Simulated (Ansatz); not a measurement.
# Hf3TiO8: the cell at several levels of theory

How does the equilibrium cell of Hf3TiO8 (monoclinic host) depend on the functional? It is relaxed with PBE and r2SCAN. This is a trial cell built on a prototype, not taken from a measured structure, and it needn't be the compound's ground state.

Program: Ansatz 0.2.0. PAW datasets, plane waves, zero pressure. No spin polarisation and no zero-point or thermal motion; the cell was built from a prototype and may be hypothetical.

## 1. The structure to begin with

This is the cell as the run starts from it, not yet at rest; its lengths are not the crystal's.

The symmetry is P1 (No. 1, triclinic); conventional cell a = 5.042 Å, b = 5.098 Å, c = 5.222 Å, α = 90.0°, β = 99.6°, γ = 90.0°, 11.03 Å³ an atom. Near Hf stand 7 O at 2.01–2.21 Å; near Ti stand 7 O at 2.01–2.21 Å; near O stand 3 Hf at 2.11–2.21 Å and 1 Ti at 2.20 Å.

Coordinates:

```cif
data_structure
_symmetry_space_group_name_H-M 'P1'
_symmetry_Int_Tables_number 1
_cell_length_a 5.0421
_cell_length_b 5.0980
_cell_length_c 5.2222
_cell_angle_alpha 90.000
_cell_angle_beta 99.559
_cell_angle_gamma 90.000
_cell_volume 132.37
loop_
_atom_site_label
_atom_site_type_symbol
_atom_site_symmetry_multiplicity
_atom_site_Wyckoff_symbol
_atom_site_fract_x
_atom_site_fract_y
_atom_site_fract_z
_atom_site_occupancy
Hf1 Hf 1 a 0.27614 0.45806 0.70791 1
Hf2 Hf 1 a 0.72386 0.95806 0.79209 1
Hf3 Hf 1 a 0.72386 0.54194 0.29209 1
Ti1 Ti 1 a 0.27614 0.04194 0.20791 1
O1 O 1 a 0.44800 0.74253 0.97858 1
O2 O 1 a 0.55200 0.24253 0.52142 1
O3 O 1 a 0.55200 0.25747 0.02142 1
O4 O 1 a 0.44800 0.75747 0.47858 1
O5 O 1 a 0.06836 0.33076 0.34625 1
O6 O 1 a 0.93164 0.83076 0.15375 1
O7 O 1 a 0.93164 0.66924 0.65375 1
O8 O 1 a 0.06836 0.16924 0.84625 1
```

## 2. Relaxing with PBE

input.yaml reads:

```yaml
crystal:
  lattice:
    - [5.04207549, 0.0, 0.0]
    - [0.0, 5.09796765, 0.0]
    - [-0.86720816, 0.0, 5.14974147]
  atoms:
    - { symbol: Hf, position: [0.27613578, 0.45806468, 0.70790733] }
    - { symbol: Hf, position: [0.72386422, 0.95806468, 0.79209267] }
    - { symbol: Hf, position: [0.72386422, 0.54193532, 0.29209267] }
    - { symbol: Ti, position: [0.27613578, 0.04193532, 0.20790733] }
    - { symbol: O, position: [0.44799782, 0.74252595, 0.97857799] }
    - { symbol: O, position: [0.55200218, 0.24252595, 0.52142201] }
    - { symbol: O, position: [0.55200218, 0.25747405, 0.02142201] }
    - { symbol: O, position: [0.44799782, 0.75747405, 0.47857799] }
    - { symbol: O, position: [0.06836078, 0.33075888, 0.34625278] }
    - { symbol: O, position: [0.93163922, 0.83075888, 0.15374722] }
    - { symbol: O, position: [0.93163922, 0.66924112, 0.65374722] }
    - { symbol: O, position: [0.06836078, 0.16924112, 0.84625278] }
kpoints:
  mp_grid: { grid: [6, 6, 6] }
hamiltonian:
  xc: pbe
scf:
  occupations: { method: fermi_dirac, width: 0.02 }
relax:
  f_tol: 0.005
  cell: {}
```

Further steps of the session: r2SCAN: cell and atoms.

Q: Predict the outcome of this session. Wanted: for each run, a; b; c; α; β; γ; volume; space group.

As calculated:

```
 level  a (Å)  b (Å)  c (Å)   α (°)   β (°)   γ (°)  volume (Å³/atom)  space group  SCF geometries
   PBE  5.106  5.107  5.365  98.401  91.214  91.655            11.526           P1              15
r2SCAN  5.063  5.064  5.317  98.180  90.976  91.693            11.235           P1               8
```

**Reading.** The first relaxation changed the volume by +4.5 % from the start. r2SCAN gives the smallest cell and PBE the largest; they differ by 2.6 % in volume, a mean of 0.9 % in length. The meshes differ: PBE 6×6×6, r2SCAN 4×4×4.
